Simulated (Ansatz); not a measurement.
BaMnGe:

```
Ba Ge Mn
1.0
     4.52120    0.00000    0.00000
     0.00000    4.52120    0.00000
     0.00000    0.00000    7.90600
Ba Ge Mn
2 2 2
Cartesian
  2.2606 0.0000 6.5778
  0.0000 2.2606 1.3282
  2.2606 0.0000 2.4667
  0.0000 2.2606 5.4393
  2.2606 2.2606 0.0000
  0.0000 0.0000 0.0000
```

| Quantity | Value |
| --- | --- |
| Program | Ansatz 0.2.0 |
| Task | single point |
| Functional | PBE |
| Potentials or basis | Ansatz PAW |
| Cutoff | 420 eV (not typed: the program's choice for these potentials) |
| k mesh | 6 × 6 × 4 |
| Occupations | fermi-dirac, width 0.05 eV |
| Spin | collinear spin, ferromagnetic start |
| Starting moments | [0.0, 0.0, 0.0, 0.0, 4.0, 4.0] μB |

On this cell: pressure 4.1 GPa; largest force 3.060 eV/Å; net moment 5.25 μB per cell; site moments Ba +0.01; Ge -0.13; Mn +2.77 μB; band gap on the k mesh none (metal or under the smearing width).

The same run follows on a disturbed copy (atoms moved at random, drawn with an rms of 0.05 Å):

```
CELL_PARAMETERS angstrom
4.52120 0.00000 0.00000
0.00000 4.52120 0.00000
0.00000 0.00000 7.90600
ATOMIC_POSITIONS crystal
Ba 0.50262 0.00793 0.83074
Ba 0.99698 0.51575 0.17168
Ge 0.50356 0.98915 0.31401
Ge 0.00250 0.49834 0.68923
Mn 0.49359 0.50569 0.99290
Mn 0.99341 0.00898 0.99578
```

Problem. What changes?

Solution. The energy (extrapolated to zero smearing) moves by -15.9 meV/atom; pressure 4.1 GPa; largest force 3.133 eV/Å; net moment 5.35 μB per cell; site moments Ba +0.01; Ge -0.11, -0.15; Mn +2.80, +2.79 μB; band gap on the k mesh none (metal or under the smearing width).

Forces in eV/Å, atoms in the order of the input:
```
Ba  -0.118 -0.111 -3.129
Ba   0.007 -0.239  2.991
Ge  -0.029  0.148 -1.269
Ge   0.005  0.065  1.366
Mn   0.010  0.020  0.040
Mn   0.124  0.118  0.000
```

Stress tensor (GPa, compression positive):
```
 7.22 -0.03  0.08
-0.03  7.49  0.06
 0.08  0.06 -2.31
```

Caveats: forces of over 1 eV/Å show positions far from the minimum, so gaps and moduli don't describe the material at rest (some runs).
